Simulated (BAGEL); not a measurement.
# CH4BFN2 (SMILES FB1NCN1): B3LYP/6-31G(d) (density fitting with qzvpp-jkfit, spherical functions)

Aim: the energy change on altering one bond length of CH4BFN2 at B3LYP/6-31G* (density fitting with qzvpp-jkfit, spherical functions), from 2 runs. 

The calculation is run with BAGEL 1.2.2.

1 further run of the same task is left out (set aside as unsound or not needed).

## 1. The system as given

CH4BFN2 has 9 atoms, charge 0, and is taken as a singlet. As SMILES, `FB1NCN1`. Geometry: relaxed at PBE0-D4/def2-TZVP.

Bond lengths: F1–B2 1.323 Å, B2–N3 1.428 Å, N3–C4 1.464 Å, B2–N5 1.428 Å, C4–N5 1.464 Å, N3–H6 1.004 Å, C4–H7 1.095 Å, C4–H8 1.095 Å, N5–H9 1.004 Å. Some angles: F1–B2–N3 132.9°, F1–B2–N5 132.9°, N3–B2–N5 94.2°, B2–N3–C4 87.3°, N3–C4–N5 91.2°, B2–N5–C4 87.3°, B2–N3–H6 134.0°, C4–N3–H6 123.3°, N3–C4–H7 114.1°, N3–C4–H8 113.3°.

## 2. The energy at B3LYP/6-31G(d) (density fitting with qzvpp-jkfit, spherical functions)

dft.json

```json
{ "bagel": [

{
  "title": "molecule",
  "basis": "6-31gs.json",
  "df_basis": "qzvpp-jkfit",
  "angstrom": true,
  "geometry": [
    { "atom": "F", "xyz": [    1.881300,   -0.113600,    1.551000 ] },
    { "atom": "B", "xyz": [    0.864300,   -0.054700,    0.707100 ] },
    { "atom": "N", "xyz": [    0.760400,    0.328200,   -0.664900 ] },
    { "atom": "C", "xyz": [   -0.670600,    0.034300,   -0.566500 ] },
    { "atom": "N", "xyz": [   -0.526700,   -0.350900,    0.838800 ] },
    { "atom": "H", "xyz": [    1.306500,    0.137700,   -1.485600 ] },
    { "atom": "H", "xyz": [   -1.002900,   -0.788500,   -1.208900 ] },
    { "atom": "H", "xyz": [   -1.304900,    0.913000,   -0.726200 ] },
    { "atom": "H", "xyz": [   -1.219100,   -0.152000,    1.538000 ] }
  ]
},
{
  "title": "ks",
  "xc_func": "b3lyp"
},
{
  "title": "print",
  "file": "orbitals.molden",
  "orbitals": true
}

]}
```

The basis set 6-31G* is read from a file made from the Basis Set Exchange's data (not shown).

Run with:

```
$ BAGEL_NUM_THREADS=1 BAGEL dft.json > dft.out
```

What it wrote:

```text
* using 1 threads per process

  ===============================================================
  ===============================================================

  *** Geometry ***

  { "atom" : "F", "xyz" : [      3.555142,     -0.214673,      2.930965 ] },
  { "atom" : "B", "xyz" : [      1.633290,     -0.103368,      1.336225 ] },
  { "atom" : "N", "xyz" : [      1.436948,      0.620208,     -1.256479 ] },
  { "atom" : "C", "xyz" : [     -1.267250,      0.064818,     -1.070530 ] },
  { "atom" : "N", "xyz" : [     -0.995319,     -0.663105,      1.585102 ] },
  { "atom" : "H", "xyz" : [      2.468927,      0.260215,     -2.807377 ] },
  { "atom" : "H", "xyz" : [     -1.895206,     -1.490049,     -2.284490 ] },
  { "atom" : "H", "xyz" : [     -2.465904,      1.725320,     -1.372319 ] },
  { "atom" : "H", "xyz" : [     -2.303765,     -0.287238,      2.906399 ] },

  Number of auxiliary basis functions:      453

  Since a DF basis is specified, we compute 2- and 3-index integrals:
    o Being stored without compression. Storage requirement is 0.022 GB

  Number of basis functions:       78
  Number of electrons      :       38

    * METHOD: MOLECULE                             0.21

  *** Kohn-Sham DFT ***

    * Removing 18188 points whose weight is below 1.00e-10
    * Grid points: 115966

  === Nuclear Repulsion ===
   166.0363217946

       - DIIS with orbital gradients will be used.

  === KS iteration (b3lyp / 6-31gs.json) ===
      0       -246.33440950          0.14517002           0.34
      1       -212.45339137          0.21617687           0.32
      2       -228.29632831          0.23369601           0.32
      3       -263.70318966          0.12549797           0.32
      4       -273.50311955          0.05363644           0.32
      5       -274.57320445          0.02327794           0.31
      6       -274.74937599          0.01042162           0.32
      7       -274.78895119          0.00229223           0.32
      8       -274.79108364          0.00084507           0.31
      9       -274.79133011          0.00011725           0.31
     10       -274.79133178          0.00008806           0.31
     11       -274.79133460          0.00001183           0.32
     12       -274.79133464          0.00000549           0.32
     13       -274.79133465          0.00000224           0.31
     14       -274.79133465          0.00000083           0.31
     15       -274.79133465          0.00000023           0.32
     16       -274.79133465          0.00000013           0.32
     17       -274.79133465          0.00000002           0.31
     18       -274.79133465          0.00000002           0.31
     19       -274.79133465          0.00000001           0.32
    * SCF iteration converged.

    * Permanent dipole moment:
           (    0.600327,    -0.034767,     0.498245) a.u.

    * METHOD: KS                                   6.97

    * METHOD: PRINT                                0.02

  ===============================================================
```

Run time: 7.5 s. Hardware: 1 thread of Arm Neoverse V1, shared host; peak memory 0.42 GiB.

## 3. The distorted shape, same level

input.json

```json
{ "bagel" : [

{
  "title" : "molecule",
  "basis" : "6-31gs.json",
  "df_basis" : "qzvpp-jkfit",
  "angstrom" : "true",
  "geometry" : [
    { "atom" : "F", "xyz" : [       2.227512,      -0.213053,       1.201388 ] },
    { "atom" : "B", "xyz" : [       1.210512,      -0.154153,       0.357488 ] },
    { "atom" : "N", "xyz" : [       1.106612,       0.228747,      -1.014512 ] },
    { "atom" : "C", "xyz" : [      -0.324388,      -0.065153,      -0.916112 ] },
    { "atom" : "N", "xyz" : [      -0.180488,      -0.450353,       0.489188 ] },
    { "atom" : "H", "xyz" : [       1.652712,       0.038247,      -1.835212 ] },
    { "atom" : "H", "xyz" : [      -0.656688,      -0.887953,      -1.558512 ] },
    { "atom" : "H", "xyz" : [      -0.958688,       0.813547,      -1.075812 ] },
    { "atom" : "H", "xyz" : [      -1.219100,      -0.152000,       1.538000 ] }
  ]
},

{
  "title" : "ks",
  "xc_func" : "b3lyp"
},

{
  "title" : "print",
  "file" : "orbitals.molden",
  "orbitals" : "true"
}

]}
```

The basis set 6-31G* is read from a file made from the Basis Set Exchange's data (not shown).

Run with:

```
$ BAGEL_NUM_THREADS=1 BAGEL input.json > input.out
```

What it wrote:

```text
* using 1 threads per process

  ===============================================================
  ===============================================================

  *** Geometry ***

  { "atom" : "F", "xyz" : [      4.209388,     -0.402612,      2.270294 ] },
  { "atom" : "B", "xyz" : [      2.287536,     -0.291307,      0.675554 ] },
  { "atom" : "N", "xyz" : [      2.091194,      0.432269,     -1.917150 ] },
  { "atom" : "C", "xyz" : [     -0.613004,     -0.123121,     -1.731201 ] },
  { "atom" : "N", "xyz" : [     -0.341073,     -0.851044,      0.924431 ] },
  { "atom" : "H", "xyz" : [      3.123173,      0.072276,     -3.468048 ] },
  { "atom" : "H", "xyz" : [     -1.240960,     -1.677988,     -2.945161 ] },
  { "atom" : "H", "xyz" : [     -1.811658,      1.537381,     -2.032990 ] },
  { "atom" : "H", "xyz" : [     -2.303765,     -0.287238,      2.906399 ] },

  Number of auxiliary basis functions:      453

  Since a DF basis is specified, we compute 2- and 3-index integrals:
    o Being stored without compression. Storage requirement is 0.022 GB

  Number of basis functions:       78
  Number of electrons      :       38

    * METHOD: MOLECULE                             0.21

  *** Kohn-Sham DFT ***

    * Removing 17623 points whose weight is below 1.00e-10
    * Grid points: 116531

  === Nuclear Repulsion ===
   163.9780025305

       - DIIS with orbital gradients will be used.

  === KS iteration (b3lyp / 6-31gs.json) ===
      0       -244.71167836          0.14935709           0.33
      1       -202.95049120          0.19952089           0.32
      2       -198.77666789          0.25456434           0.32
      3       -256.92413728          0.13711224           0.32
      4       -271.33699722          0.08245703           0.32
      5       -273.76922300          0.04702443           0.32
      6       -274.19387212          0.03541771           0.32
      7       -274.67035747          0.00948128           0.32
      8       -274.70028459          0.00468237           0.32
      9       -274.69479646          0.00590185           0.32
     10       -274.70880190          0.00043348           0.32
     11       -274.70886424          0.00019013           0.33
     12       -274.70887673          0.00005288           0.32
     13       -274.70887769          0.00000915           0.32
     14       -274.70887770          0.00000681           0.32
     15       -274.70887772          0.00000289           0.32
     16       -274.70887772          0.00000130           0.32
     17       -274.70887772          0.00000032           0.32
     18       -274.70887772          0.00000027           0.32
     19       -274.70887772          0.00000004           0.33
     20       -274.70887772          0.00000001           0.32
    * SCF iteration converged.

    * Permanent dipole moment:
           (    0.536688,    -0.086188,     0.584485) a.u.

    * METHOD: KS                                   7.41

    * METHOD: PRINT                                0.02

  ===============================================================
```

Wall time 7.8 s (1 thread of Arm Neoverse V1, shared host); peak memory 0.42 GiB.

## 4. Results

At B3LYP/6-31G* (density fitting with qzvpp-jkfit, spherical functions):

| quantity | value |
| --- | --- |
| first shape: total energy | -274.79133 Eh |
| first shape: dipole moment | 1.98 D |
| first shape: HOMO energy | -6.65 eV |
| first shape: LUMO energy | 2.39 eV |
| first shape: HOMO–LUMO gap | 9.04 eV |
| distorted shape: total energy | -274.70888 Eh |
| distorted shape: dipole moment | 2.03 D |
| distorted shape: HOMO energy | -6.62 eV |
| distorted shape: LUMO energy | -1.21 eV |
| distorted shape: HOMO–LUMO gap | 5.41 eV |
| energy change with the N5–H9 bond stretched from 1.004 to 1.506 Å | 2.244 eV |

**Reading.** With the N5–H9 bond stretched from 1.004 to 1.506 Å the energy rises by 2.24 eV (216 kJ/mol). The first shape isn't relaxed at this level, so the change isn't measured from a minimum.
